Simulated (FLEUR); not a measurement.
## HPbNO4 under changes of volume

One of the cells (17.650 Å³/atom); the others are scaled copies at fixed shape and fractional positions:

```
CELL_PARAMETERS angstrom
3.85404 0.14384 0.09012
-0.25320 5.52698 0.16471
-0.48197 -1.92720 5.72025
ATOMIC_POSITIONS crystal
H 0.10913 0.65718 0.54463
Pb 0.61029 0.52127 0.15100
N 0.91580 0.96263 0.95867
O 0.01384 0.13639 0.88084
O 0.72398 0.01057 0.12858
O 0.00389 0.73732 0.87043
O 0.11927 0.59324 0.37651
```

The cell was built by a generator and needn't be a form met in nature.

* Program: FLEUR MaX-R8.1 (later development tree)
* Functional: PBE
* Potentials or basis: all-electron
* Basis: FLAPW
* Kmax: 6.3 1/bohr
* k mesh: 4 × 3 × 3
* Occupations: fermi-dirac, width 0.05 eV
* Spin: no spin polarisation

```csv
volume (Å³/atom),energy over the lowest point (meV/atom),gap on the mesh (eV)
16.591,?,?
16.944,7.42,3.29
17.650,0.00,3.24
18.356,6.59,3.18
18.709,13.71,3.15
```

What does the run at 16.591 Å³/atom give?

Energy over the lowest point 16.41 meV/atom; gap on the mesh 3.32 eV.

Worked out: A Birch-Murnaghan fit of order 2 (a polynomial in V^(-2/3)) to the other rows has its minimum at 17.65 Å³/atom with B0 = V·E''(V) = 76 GPa at fixed shape and positions, which overstates the stiffness. It gives 17.01 meV/atom at 16.591 Å³/atom, against the run's 16.41. A straight line through the other rows of the gap, of slope -1.42 eV per unit of ln V, extrapolates to 3.32 eV, against the run's 3.32.

Energies are extrapolated to zero smearing.

Caveats: the plane-wave cutoff is short for the small spheres of the light atoms, so energies, forces and moduli aren't converged; spin-orbit coupling is left out, which as a rule narrows the gap of such compounds by several tenths of an eV; an odd mesh through Γ misses points on the zone boundary, where band edges often lie.
